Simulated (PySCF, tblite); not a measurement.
# C6H9ClO2Si: geometry, infrared bands and NMR shifts

Wanted: the infrared bands and NMR shifts of C6H9ClO2Si (`COC(=O)C#CC[SiH2]CCl`), by calculation.

Computed with tblite 0.8.0 and PySCF 2.14.0, with density-fitted response routines of our own, on a single molecule in the gas phase. Atoms are numbered from 0 throughout.

## Step 1: The starting structure

19 atoms, charge 0, multiplicity 1; geometry from: force field or distance geometry start.

Bonds of the start (Å): C0–O1 1.44, O1–C2 1.36, C2–O3 1.21, C2–C4 1.45, C4–C5 1.21, C5–C6 1.47, C6–Si7 1.87, Si7–C8 1.84, C8–Cl9 1.78, C0–H10 1.09, C0–H11 1.10, C0–H12 1.08, C6–H13 1.09, C6–H14 1.09, Si7–H15 1.49, Si7–H16 1.49, C8–H17 1.09, C8–H18 1.10.

## Step 2: Optimising the geometry with GFN2-xTB

The job: settings as JSON, then the geometry in Å.

```
{"job": {"kind": "relax", "xc": "GFN2-xTB", "basis": "xTB"}, "charge": 0, "multiplicity": 1}
C      4.309300     1.173600    -0.180500
O      3.085000     0.570900    -0.632900
C      2.109600     0.577800     0.309100
O      2.163700     1.057600     1.423500
C      0.889600    -0.042500    -0.167900
C     -0.128500    -0.556300    -0.569100
C     -1.365300    -1.176400    -1.051600
Si    -2.692600    -1.315900     0.263800
C     -3.157500     0.313500     0.972400
Cl    -3.845800     1.352900    -0.300300
H      4.701500     0.641700     0.685400
H      4.131100     2.229100     0.058900
H      5.024100     1.116700    -0.982800
H     -1.750600    -0.605100    -1.898300
H     -1.144600    -2.173600    -1.426400
H     -3.892500    -1.994900    -0.312900
H     -2.220200    -2.212600     1.352100
H     -2.303500     0.832800     1.399800
H     -3.922900     0.220000     1.757100
```

Started as:

```sh
> OMP_NUM_THREADS=1 python probes_run.py task.json out
```

This one command runs all jobs of the session in turn.

**Question.** This job is followed by: GFN2-xTB harmonic vibrations, gas phase; GIAO PBE0/pcSseg-1 NMR shielding, non-relativistic, gas phase. What will the session give for the following? strongest single infrared mode (GFN2-xTB); zero-point energy (GFN2-xTB); ¹³C shifts against TMS (PBE0/pcSseg-1); ¹H shifts against TMS (PBE0/pcSseg-1, means over atoms taken as alike); ¹⁷O shifts against H2O (PBE0/pcSseg-1); ²⁹Si shifts against TMS (PBE0/pcSseg-1); ³⁵Cl shifts against HCl (PBE0/pcSseg-1).

**Answer**, as computed:

| quantity | value |
| --- | --- |
| strongest single infrared mode (GFN2-xTB) | 1740 cm⁻¹, 399 km/mol |
| zero-point energy (GFN2-xTB) | 82.1 kcal/mol |
| ¹³C shifts against TMS (PBE0/pcSseg-1) | 161.2, 93.0, 79.8, 53.3, 29.2, -0.1 ppm |
| ¹H shifts against TMS (PBE0/pcSseg-1, means over atoms taken as alike) | 4.32, 3.91, 3.41, 2.07 ppm |
| ¹⁷O shifts against H2O (PBE0/pcSseg-1) | 456.8, 198.9 ppm |
| ²⁹Si shifts against TMS (PBE0/pcSseg-1) | -35.6 ppm |
| ³⁵Cl shifts against HCl (PBE0/pcSseg-1) | 21 ppm |

**Reading.** The optimisation took 119 steps and gained 0.201 eV; among the close pairs (by a distance rule), Si7–C8 changed most, from 1.837 to 1.910 Å. The lowest mode is slightly imaginary (4i cm⁻¹), a soft motion within the noise of the Hessian, so the minimum is not strictly shown. The strongest single mode, at 1740 cm⁻¹, moves mainly C2 and O3. Unscaled tight-binding wavenumbers are off by several per cent, some by more. Its intensities can rank the bands wrongly. C2 (ester carbonyl carbon) lies farthest downfield among carbon, at 161.2 ppm; it is a carbonyl in resonance with an O or N lone pair, the region of acids, esters and amides. At PBE0/pcSseg-1: The largest span, 706 ppm, is at O3, where the paramagnetic term is -527 ppm.
